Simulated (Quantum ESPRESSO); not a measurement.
# Cu (Fmmm) in Quantum ESPRESSO: a series of runs

Aim: see how the results for Cu move with the level of theory and the settings. Levels: PBEsol, LDA. Tasks: single point.

Everything below comes from runs of Quantum ESPRESSO 7.5. Logs are shortened: lines on timing, memory, paths and dates and some standing lists are left out, and cuts for length are marked.

## Step 1: The structure

It takes space group Fmmm (No. 69, orthorhombic). The conventional cell has a = 3.280 Å, b = 3.900 Å, c = 4.639 Å, α = 90.00°, β = 90.00°, γ = 90.00°. Cu (site symmetry mmm) is surrounded by 8 Cu at 2.55 to 2.84 Å.

The cell was built by a generator and needn't be a form met in nature.

## Step 2: Single point, PBEsol

File pw.in:

```
&CONTROL
  calculation = 'scf'
  prefix = 'pwscf'
  outdir = './tmp'
  pseudo_dir = './pseudo'
  tprnfor = .true.
  tstress = .true.
  disk_io = 'nowf'
/
&SYSTEM
  ibrav = 0
  nat = 1
  ntyp = 1
  ecutwfc = 56
  ecutrho = 448
  nbnd = 16
  occupations = 'smearing'
  smearing = 'mp'
  degauss = 0.00734986
/
&ELECTRONS
  conv_thr = 2d-10
  electron_maxstep = 120
  mixing_beta = 0.5
/
ATOMIC_SPECIES
Cu    63.5460 cu_pbesol_v1.2.uspp.F.UPF
CELL_PARAMETERS angstrom
   1.6400000000    2.3193102423    0.0000000000
  -1.6400000000    2.3193102423    0.0000000000
   0.0000000000    2.3193102423    1.9500000000
ATOMIC_POSITIONS crystal
Cu     0.0000000000    0.0000000000    0.0000000000
K_POINTS automatic
16 16 16 0 0 0
```

Potentials or basis: GBRV 1.5 PBEsol.

The run is started by

```
> OMP_NUM_THREADS=1 pw.x -in pw.in > pw.out
```

pw.out:

```text
This program is part of the open-source Quantum ESPRESSO suite
     for quantum simulation of materials; please cite
[... 9 lines left out ...]
     --------------------
     sticks:   dense  smooth     PW     G-vecs:    dense   smooth      PW
     Sum         969     483    181                16065     5691    1323

     Using Slab Decomposition

     bravais-lattice index     =            0
     lattice parameter (alat)  =       5.3679  a.u.
     unit-cell volume          =     100.1069 (a.u.)^3
     number of atoms/cell      =            1
     number of atomic types    =            1
     number of electrons       =        19.00
     number of Kohn-Sham states=           16
     kinetic-energy cutoff     =      56.0000  Ry
     charge density cutoff     =     448.0000  Ry
     scf convergence threshold =      2.0E-10
     mixing beta               =       0.5000
     number of iterations used =            8  plain     mixing
     Exchange-correlation= SLA  PW   PSX  PSC
                           (   1   4  10   8   0   0   0)

     celldm(1)=   5.367887  celldm(2)=   0.000000  celldm(3)=   0.000000
     celldm(4)=   0.000000  celldm(5)=   0.000000  celldm(6)=   0.000000

     crystal axes: (cart. coord. in units of alat)
               a(1) = (   0.577350   0.816497   0.000000 )
               a(2) = (  -0.577350   0.816497   0.000000 )
               a(3) = (   0.000000   0.816497   0.686484 )

     reciprocal axes: (cart. coord. in units 2 pi/alat)
               b(1) = (  0.866025  0.612372 -0.728350 )
               b(2) = ( -0.866025  0.612372 -0.728350 )
               b(3) = (  0.000000 -0.000000  1.456699 )

     PseudoPot. # 1 for Cu read from file:
     cu_pbesol_v1.2.uspp.F.UPF
     Pseudo is Ultrasoft + core correction, Zval = 19.0
     Generated by new atomic code, or converted to UPF format
     Using radial grid of  867 points,  6 beta functions with:
                l(1) =   0
                l(2) =   0
                l(3) =   1
                l(4) =   1
                l(5) =   2
                l(6) =   2
     Q(r) pseudized with  8 coefficients,  rinner =    1.150   1.150   1.150
                                                       1.150   1.150

     atomic species   valence    mass     pseudopotential
     Cu               19.00    63.54600     Cu( 1.00)

      8 Sym. Ops., with inversion, found

   Cartesian axes

     site n.     atom                  positions (alat units)
         1        Cu     tau(   1) = (   0.0000000   0.0000000   0.0000000  )

     number of k points=   621  Methfessel-Paxton smearing, width (Ry)=  0.0073

     Number of k-points >= 100: set verbosity='high' to print them.

     Dense  grid:    16065 G-vectors     FFT dimensions: (  40,  40,  40)

     Smooth grid:     5691 G-vectors     FFT dimensions: (  25,  25,  27)

     Check: negative core charge=   -0.000002

     Initial potential from superposition of free atoms

     starting charge      18.0000, renormalised to      19.0000
     Starting wfcs are   13 randomized atomic wfcs +    3 random wfcs

     Self-consistent Calculation

     iteration #  1     ecut=    56.00 Ry     beta= 0.50
     Davidson diagonalization with overlap
     ethr =  1.00E-02,  avg # of iterations =  6.0

     total energy              =    -399.96447729 Ry
     estimated scf accuracy    <       6.65685453 Ry

     iteration #  2     ecut=    56.00 Ry     beta= 0.50
     Davidson diagonalization with overlap
     ethr =  1.00E-02,  avg # of iterations =  3.0

     total energy              =    -402.94803024 Ry
     estimated scf accuracy    <       7.54361941 Ry

     iteration #  3     ecut=    56.00 Ry     beta= 0.50
     Davidson diagonalization with overlap
     ethr =  1.00E-02,  avg # of iterations =  2.0

     total energy              =    -403.50556034 Ry
     estimated scf accuracy    <       0.73700668 Ry

     iteration #  4     ecut=    56.00 Ry     beta= 0.50
     Davidson diagonalization with overlap
     ethr =  3.88E-03,  avg # of iterations =  1.0

     total energy              =    -403.52342337 Ry
     estimated scf accuracy    <       0.24322021 Ry

     iteration #  5     ecut=    56.00 Ry     beta= 0.50
     Davidson diagonalization with overlap
     ethr =  1.28E-03,  avg # of iterations =  1.1

     total energy              =    -403.42880990 Ry
     estimated scf accuracy    <       0.23907474 Ry

     iteration #  6     ecut=    56.00 Ry     beta= 0.50
     Davidson diagonalization with overlap
     ethr =  1.26E-03,  avg # of iterations =  2.0

     total energy              =    -403.48837199 Ry
     estimated scf accuracy    <       0.02726504 Ry

     iteration #  7     ecut=    56.00 Ry     beta= 0.50
     Davidson diagonalization with overlap
     ethr =  1.44E-04,  avg # of iterations =  1.3

     total energy              =    -403.49186072 Ry
     estimated scf accuracy    <       0.02426436 Ry

     iteration #  8     ecut=    56.00 Ry     beta= 0.50
     Davidson diagonalization with overlap
     ethr =  1.28E-04,  avg # of iterations =  1.0

     total energy              =    -403.48011507 Ry
     estimated scf accuracy    <       0.04922641 Ry

     iteration #  9     ecut=    56.00 Ry     beta= 0.50
     Davidson diagonalization with overlap
     ethr =  1.28E-04,  avg # of iterations =  1.0

     total energy              =    -403.48418289 Ry
     estimated scf accuracy    <       0.00181825 Ry

     iteration # 10     ecut=    56.00 Ry     beta= 0.50
     Davidson diagonalization with overlap
     ethr =  9.57E-06,  avg # of iterations =  2.1

     total energy              =    -403.48435336 Ry
     estimated scf accuracy    <       0.00047371 Ry

     iteration # 11     ecut=    56.00 Ry     beta= 0.50
     Davidson diagonalization with overlap
     ethr =  2.49E-06,  avg # of iterations =  1.2

     total energy              =    -403.48429656 Ry
     estimated scf accuracy    <       0.00056154 Ry

     iteration # 12     ecut=    56.00 Ry     beta= 0.50
     Davidson diagonalization with overlap
     ethr =  2.49E-06,  avg # of iterations =  1.0

     total energy              =    -403.48426822 Ry
     estimated scf accuracy    <       0.00029927 Ry

     iteration # 13     ecut=    56.00 Ry     beta= 0.50
     Davidson diagonalization with overlap
     ethr =  1.58E-06,  avg # of iterations =  1.0

     total energy              =    -403.48428662 Ry
     estimated scf accuracy    <       0.00008930 Ry

     iteration # 14     ecut=    56.00 Ry     beta= 0.50
     Davidson diagonalization with overlap
     ethr =  4.70E-07,  avg # of iterations =  1.0

     total energy              =    -403.48422968 Ry
     estimated scf accuracy    <       0.00021716 Ry

     iteration # 15     ecut=    56.00 Ry     beta= 0.50
     Davidson diagonalization with overlap
     ethr =  4.70E-07,  avg # of iterations =  2.0

     total energy              =    -403.48426444 Ry
     estimated scf accuracy    <       0.00000306 Ry

     iteration # 16     ecut=    56.00 Ry     beta= 0.50
     Davidson diagonalization with overlap
     ethr =  1.61E-08,  avg # of iterations =  1.8

     total energy              =    -403.48426325 Ry
     estimated scf accuracy    <       0.00000544 Ry

     iteration # 17     ecut=    56.00 Ry     beta= 0.50
     Davidson diagonalization with overlap
     ethr =  1.61E-08,  avg # of iterations =  1.4

     total energy              =    -403.48426399 Ry
     estimated scf accuracy    <       0.00000021 Ry

     iteration # 18     ecut=    56.00 Ry     beta= 0.50
     Davidson diagonalization with overlap
     ethr =  1.11E-09,  avg # of iterations =  2.0

     total energy              =    -403.48426405 Ry
     estimated scf accuracy    <       0.00000008 Ry

     iteration # 19     ecut=    56.00 Ry     beta= 0.50
     Davidson diagonalization with overlap
     ethr =  4.25E-10,  avg # of iterations =  1.0

     total energy              =    -403.48426405 Ry
     estimated scf accuracy    <          3.6E-09 Ry

     iteration # 20     ecut=    56.00 Ry     beta= 0.50
     Davidson diagonalization with overlap
     ethr =  1.91E-11,  avg # of iterations =  1.9

     End of self-consistent calculation

     Number of k-points >= 100: set verbosity='high' to print the bands.

     the Fermi energy is    11.6388 ev

!    total energy              =    -403.48426405 Ry
     estimated scf accuracy    <          1.2E-10 Ry
     smearing contrib. (-TS)   =      -0.00000202 Ry
     internal energy E=F+TS    =    -403.48426203 Ry

     The total energy is F=E-TS. E is the sum of the following terms:
     one-electron contribution =    -299.57860602 Ry
     hartree contribution      =     158.42305816 Ry
     xc contribution           =     -38.30745811 Ry
     ewald contribution        =    -224.02125606 Ry

     convergence has been achieved in  20 iterations

     Forces acting on atoms (cartesian axes, Ry/au):

     atom    1 type  1   force =     0.00000000    0.00000000    0.00000000

     Total force =     0.000000     Total SCF correction =     0.000000

     Computing stress (Cartesian axis) and pressure

          total   stress  (Ry/bohr**3)                   (kbar)     P=     -209.07
  -0.00132985  -0.00000000   0.00000000         -195.63       -0.00        0.00
  -0.00000000  -0.00184671  -0.00000000           -0.00     -271.66       -0.00
   0.00000000  -0.00000000  -0.00108706            0.00       -0.00     -159.91

=------------------------------------------------------------------------------=
   JOB DONE.
=------------------------------------------------------------------------------=
```

Run time: 5.2 min. Hardware: 1 thread of Arm Neoverse N1, shared host; peak memory 0.19 GiB.

Results:

* Free energy: -5489.6831 eV
* Pressure: -20.9 GPa
* Band gap on the k mesh: none (metal or under the smearing width)

Caveat: so large a pressure means that the cell lies far from this level's equilibrium, or that cutoff or potentials fall short.

## Step 3: Single point, LDA

Edit pw.in of step 2 so:

```diff
@@ -26,3 +26,3 @@
 ATOMIC_SPECIES
-Cu    63.5460 cu_pbesol_v1.2.uspp.F.UPF
+Cu    63.5460 cu_lda_v1.2.uspp.F.UPF
 CELL_PARAMETERS angstrom
```

Potentials or basis: GBRV 1.5 LDA.

The run is started by

```
> OMP_NUM_THREADS=1 pw.x -in pw.in > pw.out
```

It took 2.8 min on 1 thread of Arm Neoverse V2, shared host; peak memory 0.19 GiB.

It converged, with:

| Quantity | Value |
| --- | --- |
| Free energy | -5490.0832 eV |
| Pressure | -24.9 GPa |
| Band gap on the k mesh | none (metal or under the smearing width) |

Stress tensor (GPa, compression positive):
```
-23.70   0.00   0.00
  0.00 -30.20   0.00
  0.00   0.00 -20.69
```

Levels at points of the mesh, in eV from the Fermi level:
```
              k point  band 5  band 6  band 7  band 8  band 9  band 10  band 11  band 12  band 13  band 14
   (0.00, 0.00, 0.00)   -7.79   -2.96   -2.47   -2.13   -1.81    -1.51    19.66    22.30    22.35    22.60
  (0.00, 0.00, -0.50)   -3.75   -3.01   -1.80   -1.70   -0.98     1.63     5.70    11.85    13.25    16.68
  (0.00, -0.50, 0.00)   -3.91   -2.94   -1.90   -1.59   -1.27    -0.15     3.10    13.27    17.91    19.24
 (-0.50, -0.50, 0.00)   -3.61   -3.41   -1.60   -1.41   -1.02     5.47     7.84     8.92    10.32    13.21
(-0.50, -0.50, -0.50)   -4.13   -3.36   -1.44   -1.44   -1.32    -0.66     2.15    15.41    15.67    19.19
```

Caveat: so large a pressure means that the cell lies far from this level's equilibrium, or that cutoff or potentials fall short.
